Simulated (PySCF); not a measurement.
# Kr(2+): excitation energy in x2c-TZVPPall plus 1 even-tempered diffuse shell per l

Each state of krypton is computed at each level; their differences give the excitation energy. How far do the methods differ?

Program: PySCF 2.14.0. Level of theory: unrestricted determinants in a Gaussian basis, no spin-orbit coupling in the energies. These are calculated values, not measurements, unless marked.

### Step 1. The atom as given

```
Element                                   : krypton (Z = 36)
Basis                                     : x2c-TZVPPall with one added diffuse shell each of s, p, d type (7s6p5d1f, 57 functions)
Hamiltonian                               : the spin-free X2C one-electron Hamiltonian (Gaussian nucleus)
State 1                                   : Kr(2+): [Ar] 3d10 4s2 4p3 5s1, high-spin 5S determinant (an excited configuration)
Needed too, but not shown                 : Kr(2+) [Ar] 3d10 4s2 4p4 (3P)
Methods                                   : CCSD(T)
Core shells frozen in the correlated runs : valence and next inner shell: [Ne] (for Kr(2+))
```

Outer shells as boxes (Hund's rule):

Kr2+ [Ar] 3d10 4s2 4p3 5s1
```
[Ar] core
3d [↑↓][↑↓][↑↓][↑↓][↑↓]
4s [↑↓]
4p [↑ ][↑ ][↑ ]
5s [↑ ]
```

One driver process ran all states and methods and kept the integrals in memory. Each run is shown as a PySCF script that sums up its settings (the driver passes frozen orbitals as a list and adds second-order terms of double hybrids); the logs are those of the runs themselves. The driver starts from symmetry-adapted Hartree-Fock orbitals, holds the occupation by maximum overlap and uses a logarithmic radial grid for functionals, so a plain start would take other cycles.

The integrals over 57 functions and the set-up took 0.37 s of CPU time.

### Step 2. Kr(2+) [Ar] 3d10 4s2 4p3 5s1, at CCSD(T) (valence and next inner shell)

#### CCSD(T) (valence and next inner shell)

Contents of input.py:

```python
from pyscf import gto, scf, dft, mp, cc
import basis_set_exchange as bse
mol = gto.M(atom="Kr 0 0 0", charge=2, spin=4, symmetry="D2h",
            basis=gto.basis.parse(bse.get_basis("x2c-TZVPPall", elements=["Kr"], fmt="nwchem", augment_diffuse=1)),
            nucmod="G")
mf = scf.UHF(mol).sfx2c1e()
mf.irrep_nelec = {'Ag': (7, 6), 'B1g': (1, 1), 'B2g': (1, 1), 'B3g': (1, 1), 'B1u': (3, 2), 'B2u': (3, 2), 'B3u': (3, 2)}
mf.kernel()
mycc = cc.CCSD(mf, frozen=5).run()
mycc.ccsd_t()
```

Before running it: what results should come out?

The runs gave:

| quantity | value |
| --- | --- |
| excitation energy, Kr(2+) → [Ar] 3d10 4s2 4p3 5s1 | UHF 17.184, CCSD(T) (valence and next inner shell) 17.532 eV |

Each level's miss (mean over 1 difference):

```
                                method  mean absolute miss against CCSD(T) (valence and next inner shell) (eV)
                                   UHF                                                                   0.348
    MP2 (valence and next inner shell)                                                                   0.097
SCS-MP2 (valence and next inner shell)                                                                   0.121
   CCSD (valence and next inner shell)                                                                   0.010
CCSD(T) (valence and next inner shell)                                                                   0.000
```

The methods span 0.469 eV, from UHF (17.184) to SCS-MP2 (valence and next inner shell) (17.653). No reference value is at hand in this session. All values hold for this basis alone; no basis-set limit was taken.
